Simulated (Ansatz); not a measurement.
**PBE/def2-SVP run of GeSiNH7 (SMILES [SiH3][NH][GeH3])**

What is the vertical ionisation energy of GeSiNH7 at PBE/def2-SVP? 

The calculation is run with Ansatz 0.2.0.

37 further runs of the same task are left out: 37 set aside as unsound or not needed.

### 1 The structure to begin with

GeSiNH7: 10 atoms, total charge 0, spin state singlet. As SMILES, `[SiH3][NH][GeH3]`. The coordinates come from a PBE0-D4/def2-TZVP relaxation.

Bond lengths: Si1–N2 1.718 Å, N2–Ge3 1.839 Å, Si1–H4 1.486 Å, Si1–H5 1.489 Å, Si1–H6 1.492 Å, N2–H7 1.009 Å, Ge3–H8 1.534 Å, Ge3–H9 1.543 Å, Ge3–H10 1.538 Å. Some angles: Si1–N2–Ge3 127.5°, Si1–N2–H7 117.0°, Ge3–N2–H7 114.2°, N2–Si1–H4 107.3°, N2–Si1–H5 110.3°, N2–Si1–H6 114.2°, N2–Ge3–H8 106.7°, N2–Ge3–H9 111.7°, N2–Ge3–H10 108.4°, H4–Si1–H5 110.0°.

### 2 The energy at PBE/def2-SVP

The input, input.yaml:

```yaml
crystal:
  periodic: [false, false, false]
  atoms:
    - {symbol: Si, position_ang: [-1.146800, 0.522200, -0.945600]}
    - {symbol: "N", position_ang: [0.461400, 0.319100, -0.375700]}
    - {symbol: Ge, position_ang: [1.020100, -0.675800, 1.066200]}
    - {symbol: H, position_ang: [-1.923700, -0.668500, -0.512900]}
    - {symbol: H, position_ang: [-1.160200, 0.627200, -2.430500]}
    - {symbol: H, position_ang: [-1.835500, 1.735800, -0.416100]}
    - {symbol: H, position_ang: [1.159100, 0.952900, -0.736500]}
    - {symbol: H, position_ang: [-0.018900, -1.787400, 1.262400]}
    - {symbol: H, position_ang: [1.119900, 0.180400, 2.345600]}
    - {symbol: H, position_ang: [2.407800, -1.257200, 0.745900]}
basis:
  gaussian: {orbitals: def2-SVP}
hamiltonian: {xc: {name: PBE}}
accuracy: high
output: {orbitals: {seedname: orbitals}}
```

Command:

```
$ ansatz run input.yaml --threads 1 --pin off --max-ram 3480MiB --events-out events.jsonl --progress --plain --runs-dir runs
```

The log of the run:

```text
Warning: RAYON_NUM_THREADS=1 ignored (pool sized by the plan → 1); use --threads N
Functional definition: PBE
  name "PBE"
  parameter kappa = 0.804
  parameter beta = 0.06672455060314922
  exchange = pbe_x(kappa = kappa, mu = beta*pi^2/3)
  correlation = pbe_c(beta = beta)
2209 factors; integrals over basis functions are off by at most 4.3e-9 eV
mean field evaluation 1: about -65966.3377 eV, gradient 6.4e1 eV
mean field evaluation 2: about -65930.5339 eV, gradient 1.3e2 eV
mean field evaluation 4: about -65974.3647 eV, gradient 7.6e0 eV
mean field evaluation 8: about -65974.4361 eV, gradient 2.8e-1 eV
mean field evaluation 16: about -65974.4363 eV, gradient 4.9e-6 eV
mean field -65974.43633311 eV, -2424.5158161626 hartree, gradient 8.3e-8 eV, S^2 0.000000; 0 other end points of the search recorded, 0 dependent functions left out
reference -65974.43633682 eV, -2424.5158162991 hartree; 30, 30 occupied and 69, 69 virtual orbitals, 2209 factors
Total energy: -65974.43633682 eV, -2424.5158162991 hartree
```

Wall time 8.1 s (1 thread of Arm Neoverse V1, shared host); peak memory 0.26 GiB.

### 3 The doublet cation at the same level

The input, job.yaml:

```yaml
basis:
  gaussian:
    orbitals: def2-SVP
crystal:
  periodic: [false, false, false]
  atoms:
    - {symbol: Si, position_ang: [-1.146800, 0.522200, -0.945600]}
    - {symbol: "N", position_ang: [0.461400, 0.319100, -0.375700]}
    - {symbol: Ge, position_ang: [1.020100, -0.675800, 1.066200]}
    - {symbol: H, position_ang: [-1.923700, -0.668500, -0.512900]}
    - {symbol: H, position_ang: [-1.160200, 0.627200, -2.430500]}
    - {symbol: H, position_ang: [-1.835500, 1.735800, -0.416100]}
    - {symbol: H, position_ang: [1.159100, 0.952900, -0.736500]}
    - {symbol: H, position_ang: [-0.018900, -1.787400, 1.262400]}
    - {symbol: H, position_ang: [1.119900, 0.180400, 2.345600]}
    - {symbol: H, position_ang: [2.407800, -1.257200, 0.745900]}
total_charge: 1
magnetization:
  spin_polarized: true
  initial_magnetization: 1
hamiltonian:
  xc: {name: PBE}
accuracy: high
output:
  orbitals: {seedname: orbitals}
```

Command:

```
$ ansatz run job.yaml --threads 1 --pin off --max-ram 3480MiB --events-out events.jsonl --progress --plain --runs-dir runs
```

The log of the run (excerpt; [...] marks lines left out):

```text
Warning: RAYON_NUM_THREADS=1 ignored (pool sized by the plan → 1); use --threads N
[... 6 set-up lines as earlier in the session ...]
2206 factors; integrals over basis functions are off by at most 4.3e-9 eV
mean field evaluation 1: about -65946.5804 eV, gradient 6.3e1 eV
mean field evaluation 2: about -65845.2330 eV, gradient 1.2e2 eV
mean field evaluation 4: about -65964.3212 eV, gradient 1.3e1 eV
mean field evaluation 8: about -65965.5327 eV, gradient 3.5e-1 eV
mean field evaluation 16: about -65965.5277 eV, gradient 1.1e-4 eV
mean field evaluation 32: about -65963.8174 eV, gradient 4.1e0 eV
mean field -65965.52771300 eV, -2424.1884304121 hartree, gradient 1.9e-8 eV, S^2 0.754189; 3 other end points of the search recorded, 0 dependent functions left out
reference -65965.52771697 eV, -2424.1884305582 hartree; 30, 29 occupied and 69, 70 virtual orbitals, 2206 factors
Total energy: -65965.52771697 eV, -2424.1884305582 hartree
```

Wall time 16 s (1 thread of Arm Neoverse V1, shared host); peak memory 0.34 GiB.

### 4 What came out

Level: PBE/def2-SVP.

| quantity | value |
| --- | --- |
| singlet GeSiNH7: total energy | -2424.51582 Eh |
| singlet GeSiNH7: HOMO energy | -5.77 eV |
| singlet GeSiNH7: LUMO energy | -0.45 eV |
| singlet GeSiNH7: HOMO–LUMO gap | 5.32 eV |
| doublet cation: total energy | -2424.18843 Eh |
| doublet cation: HOMO energy (highest over α and β) | -13.03 eV |
| doublet cation: LUMO energy (lowest over α and β) | -11.94 eV |
| doublet cation: ⟨S²⟩ | 0.754 |
| vertical ionisation energy (to the doublet cation) | 8.909 eV |

In words: The vertical ionisation energy comes to 8.91 eV (205 kcal/mol). The negative HOMO energy of the first species, 5.77 eV, lies 3.14 eV below that difference.
